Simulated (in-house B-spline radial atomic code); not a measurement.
# In¹⁰⁺: density, ELF and screening along the radius

Aim: the shell structure of In¹⁰⁺ in the radial density, the electron localisation function and the screened nuclear charge, under several settings.

Program: in-house B-spline radial atomic code version 1. Level of theory: several methods, spin-polarised, as named in each step; spherical all-electron atom at the radial basis limit. These are calculated values, not measurements, unless marked.

## 1. The atom as given

* element: indium (Z = 49)
* charge: +10
* electrons: 39
* configuration: [Kr] 4d3
* nucleus: point (non-relativistic runs) or finite (X2C runs)

The outer shells:

[Kr] 4d3
```
[Kr] core
4d [↑ ][↑ ][↑ ][  ][  ]
```

Where spins are not typed, each open shell is filled with up spins first.

## 2. LDA (VWN5), non-rel.

Input settings:

```ini
Z = 49
electrons = 39.0
configuration = [Kr] 4d3
hamiltonian = nr
method = lda,vwn
spin_polarised = True
```

The run is started by

```sh
python run_scf.py task.json out
```

One command runs all members of the session, one after another, from task.json.

The program writes no log. Results of the run, from its result record (rounded, main fields):

```text
{
  "status": "converged",
  "scf [iteration, energy, orbital gradient]": [
    [1, -5691.46744896, 0.858],
    [2, -5702.45136178, 0.546],
    [3, -5705.43110743, 0.122],
    [4, -5705.64719981, 0.0326],
    [5, -5705.65977518, 0.0173],
    [6, -5705.66341592, 0.00134],
    [7, -5705.6634297, 1.64e-05],
    [8, -5705.6634297, 9.5e-07],
    [9, -5705.6634297, 3.2e-08]
  ],
  "energy [hartree]": {"total": -5705.6634297, "kinetic": 5702.69935352, "nuclear": -13295.4180717, "coulomb": 2030.89774322, "xc": -143.842454727},
  "orbitals [hartree, bohr; first row names the columns]": [
    ["name", "occ", "eps", "<r>", "<r^2>", "<1/r>", "r_max", "density_at_nucleus", "spin_orbit_zeta"],
    ["1s up", 1.0, -991.01375, 0.03108, 0.001292, 48.431, 0.020577, 36582.0, "-"],
    ["1s down", 1.0, -991.01261, 0.031079, 0.001292, 48.432, 0.020577, 36582.0, "-"],
    ["2s up", 1.0, -151.51227, 0.13442, 0.02122, 11.052, 0.11408, 3797.8, "-"],
    ["2s down", 1.0, -151.47211, 0.13441, 0.021218, 11.053, 0.11407, 3798.6, "-"],
    ["2p up", 3.0, -142.06192, 0.11466, 0.015988, 11.063, 0.089279, "-", 4.7451],
    ["2p down", 3.0, -142.03065, 0.11464, 0.015985, 11.064, 0.08927, "-", 4.7462],
    ["3s up", 1.0, -34.436702, 0.36146, 0.14914, 3.975, 0.32782, 725.8, "-"],
    ["3s down", 1.0, -34.40871, 0.36126, 0.14896, 3.9765, 0.32783, 726.2, "-"],
    ["3p up", 3.0, -30.569821, 0.35231, 0.14383, 3.9002, 0.31401, "-", 0.85502],
    ["3p down", 3.0, -30.540153, 0.3521, 0.14363, 3.9015, 0.31404, "-", 0.85537],
    ["3d up", 5.0, -23.402453, 0.32286, 0.1236, 3.7614, 0.25749, "-", 0.11476],
    ["3d down", 5.0, -23.364234, 0.32268, 0.1234, 3.7622, 0.2576, "-", 0.11477],
    ["4s up", 1.0, -10.729357, 0.83087, 0.77592, 1.6621, 0.77702, 162.89, "-"],
    ["4s down", 1.0, -10.593967, 0.83085, 0.77623, 1.6629, 0.77605, 163.13, "-"],
    ["4p up", 3.0, -9.3830999, 0.86199, 0.84017, 1.5791, 0.79845, "-", 0.17915],
    ["4p down", 3.0, -9.2482721, 0.86243, 0.84153, 1.579, 0.79751, "-", 0.17921],
    ["4d up", 3.0, -7.0701659, 0.93684, 1.0053, 1.403, 0.84564, "-", 0.019936]
  ],
  "sum_r [bohr^k]": {"-1": 271.3351, "1": 16.72805, "2": 12.14959},
  "density_at_nucleus [bohr^-3]": 82538.35,
  "spin_density_at_nucleus [bohr^-3]": -1.52673,
  "mass_velocity [hartree]": -467.3733,
  "darwin [hartree]": 338.3003,
  "radius_at_0.001 [bohr]": 2.165,
  "radius_enclosing_fraction [bohr]": {"0.5": 0.3181, "0.9": 0.9694, "0.99": 1.493},
  "slater [hartree]": {
    "F0(4p up,4p up)": 1.041,
    "F2(4p up,4p up)": 0.5508,
    "F0(4p up,4p down)": 1.0408,
    "F2(4p up,4p down)": 0.55041,
    "F0(4p up,4d up)": 0.99697,
    "F2(4p up,4d up)": 0.51717,
    "G1(4p up,4d up)": 0.65706,
    "G3(4p up,4d up)": 0.41291,
    "F0(4p down,4p down)": 1.0405,
    "F2(4p down,4p down)": 0.55003,
    "F0(4p down,4d up)": 0.99675,
    "F2(4p down,4d up)": 0.51682,
    "F0(4d up,4d up)": 0.95911,
    "F2(4d up,4d up)": 0.49498,
    "F4(4d up,4d up)": 0.33328
  }
}
```

Run time: 0.2 s. Hardware: 1 thread, shared host.

radius_at_0.001 is where the density falls to 0.001 electrons per bohr³.

The record's radial tables, every 2nd point:

```csv
r (bohr),4πr²n (1/bohr),ELF,screened charge r·V (e),reduced gradient s,4πr²(n↑−n↓)
0.00405,11.44,0.9992,47.91,0.4143,-0.0002116
0.00594,20.47,0.9986,47.42,0.4396,-0.0003783
0.00871,33.60,0.9971,46.71,0.4785,-0.0006220
0.0128,48.91,0.9916,45.73,0.5387,-0.0009102
0.0187,59.85,0.9626,44.42,0.6249,-0.001100
0.0275,59.89,0.7726,42.66,0.7129,-0.0005676
0.0403,53.86,0.3633,40.40,0.6177,0.005120
0.0590,60.79,0.4151,37.49,0.3149,0.04187
0.0865,77.77,0.7290,33.87,0.3372,0.2072
0.127,69.31,0.6102,29.70,0.5175,0.6674
0.186,54.55,0.3204,25.17,0.3300,1.215
0.273,64.49,0.7083,20.41,0.2797,0.8264
0.400,41.56,0.6530,16.40,0.6487,-0.01378
0.586,17.90,0.2060,13.43,0.4487,1.930
0.859,16.88,0.7974,11.15,0.4737,4.035
1.26,5.388,0.6002,10.15,1.391,1.869
1.85,0.3260,0.03748,10.01,5.233,0.1756
2.71,0.002573,0.00009,10.00,35.24,0.002017
```

## 3. PBE, non-rel.

Input settings:

```ini
Z = 49
electrons = 39.0
configuration = [Kr] 4d3
hamiltonian = nr
method = pbe,pbe
spin_polarised = True
```

Result record:

```text
{
  "status": "converged",
  "iterations": 9,
  "energy [hartree]": {"total": -5710.53959201, "kinetic": 5708.59394514, "nuclear": -13301.7335384, "coulomb": 2031.38005752, "xc": -148.780056273},
  "orbitals [hartree, bohr; first row names the columns]": [
    ["name", "occ", "eps", "<r>"],
    ["1s up", 1.0, -992.14048, 0.031053],
    ["1s down", 1.0, -992.14038, 0.031053],
    ["2s up", 1.0, -151.63761, 0.13431],
    ["2s down", 1.0, -151.59632, 0.1343],
    ["2p up", 3.0, -142.10311, 0.11461],
    ["2p down", 3.0, -142.07258, 0.11459],
    ["3s up", 1.0, -34.474355, 0.36081],
    ["3s down", 1.0, -34.454894, 0.36066],
    ["3p up", 3.0, -30.580213, 0.35187],
    ["3p down", 3.0, -30.557732, 0.35171],
    ["3d up", 5.0, -23.390231, 0.32266],
    ["3d down", 5.0, -23.355101, 0.32254],
    ["4s up", 1.0, -10.744746, 0.8309],
    ["4s down", 1.0, -10.594238, 0.83063],
    ["4p up", 3.0, -9.3907351, 0.86222],
    ["4p down", 3.0, -9.2404975, 0.86256],
    ["4d up", 3.0, -7.0695839, 0.93739]
  ],
  "sum_r [bohr^k]": {"-1": 271.4639, "1": 16.72455, "2": 12.14372}
}
```

It took 0.08 s on 1 thread, shared host.

The record's radial tables, every 4th point:

```csv
r (bohr),4πr²n (1/bohr),ELF,screened charge r·V (e),reduced gradient s,4πr²(n↑−n↓)
0.00405,11.47,0.9992,47.91,0.4143,-0.0002360
0.00871,33.67,0.9972,46.71,0.4786,-0.0006913
0.0187,59.91,0.9626,44.42,0.6253,-0.001209
0.0403,53.84,0.3624,40.40,0.6180,0.004891
0.0866,77.87,0.7300,33.85,0.3376,0.2062
0.186,54.48,0.3196,25.17,0.3294,1.211
0.400,41.57,0.6536,16.40,0.6509,-0.02065
0.860,16.93,0.7993,11.14,0.4736,4.060
1.85,0.3263,0.03722,10.01,5.200,0.1757
```

## 4. Hartree-Fock, non-rel.

Input settings:

```ini
Z = 49
electrons = 39.0
configuration = [Kr] 4d3
hamiltonian = nr
method = hf
spin_polarised = True
```

Result record:

```text
{
  "status": "converged",
  "iterations": 9,
  "energy [hartree]": {"total": -5709.11878384, "kinetic": 5709.11876928, "nuclear": -13301.8919112, "coulomb": 2030.33443581, "exact_exchange": -146.680077711},
  "orbitals [hartree, bohr; first row names the columns]": [
    ["name", "occ", "eps", "<r>"],
    ["1s up", 1.0, -1005.174, 0.031049],
    ["1s down", 1.0, -1005.173, 0.031049],
    ["2s up", 1.0, -156.84212, 0.1341],
    ["2s down", 1.0, -156.76362, 0.13408],
    ["2p up", 3.0, -146.61985, 0.11467],
    ["2p down", 3.0, -146.54418, 0.11463],
    ["3s up", 1.0, -36.85817, 0.35861],
    ["3s down", 1.0, -36.823115, 0.35829],
    ["3p up", 3.0, -32.618266, 0.35019],
    ["3p down", 3.0, -32.576179, 0.34983],
    ["3d up", 5.0, -24.860005, 0.32206],
    ["3d down", 5.0, -24.766974, 0.32224],
    ["4s up", 1.0, -11.639116, 0.83246],
    ["4s down", 1.0, -11.330726, 0.83253],
    ["4p up", 3.0, -10.053167, 0.86484],
    ["4p down", 3.0, -9.6808429, 0.86682],
    ["4d up", 3.0, -7.4827135, 0.94057]
  ],
  "sum_r [bohr^k]": {"-1": 271.4672, "1": 16.73834, "2": 12.17285}
}
```

It took 0.12 s on 1 thread, shared host.

The record's radial tables, every 4th point:

```csv
r (bohr),4πr²n (1/bohr),ELF,screened charge r·V (e),reduced gradient s,4πr²(n↑−n↓)
0.00406,11.51,0.9992,47.91,0.4141,-0.0002548
0.00872,33.72,0.9972,46.71,0.4784,-0.0007355
0.0188,60.03,0.9620,44.40,0.6267,-0.001170
0.0403,53.79,0.3612,40.40,0.6187,0.005590
0.0867,77.96,0.7320,33.84,0.3377,0.2066
0.186,54.36,0.3170,25.17,0.3285,1.212
0.401,41.36,0.6528,16.38,0.6569,-0.04518
0.862,16.87,0.8029,11.14,0.4736,4.070
1.85,0.3262,0.03703,10.01,5.247,0.1741
```

## 5. RPBE, non-rel.

Input settings:

```ini
Z = 49
electrons = 39.0
configuration = [Kr] 4d3
hamiltonian = nr
method = rpbe,pbe
spin_polarised = True
```

Result record:

```text
{
  "status": "converged",
  "iterations": 9,
  "energy [hartree]": {"total": -5710.86564209, "kinetic": 5708.91991767, "nuclear": -13302.0937199, "coulomb": 2031.4210485, "xc": -149.112888373},
  "orbitals [hartree, bohr; first row names the columns]": [
    ["name", "occ", "eps", "<r>"],
    ["1s up", 1.0, -992.19285, 0.031051],
    ["1s down", 1.0, -992.19285, 0.03105],
    ["2s up", 1.0, -151.64434, 0.1343],
    ["2s down", 1.0, -151.60289, 0.13429],
    ["2p up", 3.0, -142.09374, 0.11461],
    ["2p down", 3.0, -142.06336, 0.1146],
    ["3s up", 1.0, -34.476429, 0.36072],
    ["3s down", 1.0, -34.458382, 0.36056],
    ["3p up", 3.0, -30.578072, 0.35181],
    ["3p down", 3.0, -30.556711, 0.35164],
    ["3d up", 5.0, -23.387224, 0.32262],
    ["3d down", 5.0, -23.352455, 0.3225],
    ["4s up", 1.0, -10.746958, 0.8309],
    ["4s down", 1.0, -10.59465, 0.83068],
    ["4p up", 3.0, -9.3916934, 0.86219],
    ["4p down", 3.0, -9.2396676, 0.86266],
    ["4d up", 3.0, -7.0692422, 0.93726]
  ],
  "sum_r [bohr^k]": {"-1": 271.4713, "1": 16.72345, "2": 12.14126}
}
```

Wall time 0.08 s (1 thread, shared host).

Fields along the radius, from the same record (one point in 4):

```csv
r (bohr),4πr²n (1/bohr),ELF,screened charge r·V (e),reduced gradient s,4πr²(n↑−n↓)
0.00405,11.47,0.9992,47.91,0.4143,-0.0002319
0.00871,33.67,0.9972,46.71,0.4786,-0.0006785
0.0187,59.92,0.9626,44.42,0.6254,-0.001172
0.0403,53.83,0.3623,40.40,0.6181,0.005039
0.0866,77.87,0.7301,33.85,0.3375,0.2061
0.186,54.47,0.3195,25.17,0.3294,1.210
0.400,41.57,0.6539,16.40,0.6513,-0.02332
0.860,16.95,0.7996,11.14,0.4727,4.063
1.85,0.3270,0.03711,10.01,5.171,0.1751
```

## 6. BLYP, non-rel.

Input settings:

```ini
Z = 49
electrons = 39.0
configuration = [Kr] 4d3
hamiltonian = nr
method = b88,lyp
spin_polarised = True
```

Result record:

```text
{
  "status": "converged",
  "iterations": 9,
  "energy [hartree]": {"total": -5711.15578447, "kinetic": 5709.36409508, "nuclear": -13302.5257334, "coulomb": 2031.40273232, "xc": -149.396878462},
  "orbitals [hartree, bohr; first row names the columns]": [
    ["name", "occ", "eps", "<r>"],
    ["1s up", 1.0, -992.28978, 0.031052],
    ["1s down", 1.0, -992.28958, 0.031052],
    ["2s up", 1.0, -151.65421, 0.1343],
    ["2s down", 1.0, -151.61299, 0.13429],
    ["2p up", 3.0, -142.13265, 0.1146],
    ["2p down", 3.0, -142.10194, 0.11458],
    ["3s up", 1.0, -34.461724, 0.36093],
    ["3s down", 1.0, -34.441663, 0.36078],
    ["3p up", 3.0, -30.572007, 0.35195],
    ["3p down", 3.0, -30.549067, 0.3518],
    ["3d up", 5.0, -23.384605, 0.32269],
    ["3d down", 5.0, -23.34943, 0.32258],
    ["4s up", 1.0, -10.730994, 0.83082],
    ["4s down", 1.0, -10.582795, 0.83062],
    ["4p up", 3.0, -9.3784866, 0.86228],
    ["4p down", 3.0, -9.2307205, 0.86273],
    ["4d up", 3.0, -7.0600214, 0.9382]
  ],
  "sum_r [bohr^k]": {"-1": 271.4801, "1": 16.7286, "2": 12.15601}
}
```

Wall time 0.08 s (1 thread, shared host).

Fields along the radius, from the same record (one point in 4):

```csv
r (bohr),4πr²n (1/bohr),ELF,screened charge r·V (e),reduced gradient s,4πr²(n↑−n↓)
0.00406,11.52,0.9992,47.91,0.4144,-0.0002303
0.00872,33.71,0.9971,46.71,0.4788,-0.0006728
0.0187,59.91,0.9625,44.42,0.6253,-0.001170
0.0403,53.85,0.3625,40.40,0.6178,0.005019
0.0866,77.87,0.7300,33.85,0.3377,0.2070
0.186,54.50,0.3198,25.17,0.3294,1.213
0.400,41.55,0.6531,16.40,0.6503,-0.01953
0.860,16.89,0.7987,11.14,0.4750,4.049
1.85,0.3313,0.03803,10.01,5.141,0.1779
```

## 7. The runs side by side

| run | total energy (hartree) | highest level (eV) | radius holding 50 / 90 / 99 % (bohr) | radius at n = 0.001 (bohr) | ELF minima on the full grid (bohr) |
| --- | --- | --- | --- | --- | --- |
| LDA (VWN5), non-rel. | -5705.6634 | -192.39 | 0.318 / 0.969 / 1.49 | 2.17 | 0.049, 0.19, 0.59 |
| PBE, non-rel. | -5710.5396 | -192.37 | 0.318 / 0.969 / 1.49 | 2.17 | 0.049, 0.19, 0.59 |
| Hartree-Fock, non-rel. | -5709.1188 | -203.62 | 0.318 / 0.971 / 1.49 | 2.16 | 0.049, 0.19, 0.59 |
| RPBE, non-rel. | -5710.8656 | -192.36 | 0.318 / 0.969 / 1.49 | 2.17 | 0.049, 0.19, 0.59 |
| BLYP, non-rel. | -5711.1558 | -192.11 | 0.318 / 0.969 / 1.50 | 2.17 | 0.049, 0.19, 0.59 |

What this shows: In the first run ELF has 3 minima on the grid, which mark the borders between shells. On the record's full grid the screened charge (r times the electrostatic potential) falls from 48.9 near the nucleus to 10.00 at 3.3 bohr; far out it tends to the net charge, 10. The grid is coarse (about 21 % a step), so the places of minima are rough.

Members of this set that are not shown: 1 used exact exchange with fractional occupations of an open shell, which is unsound here.
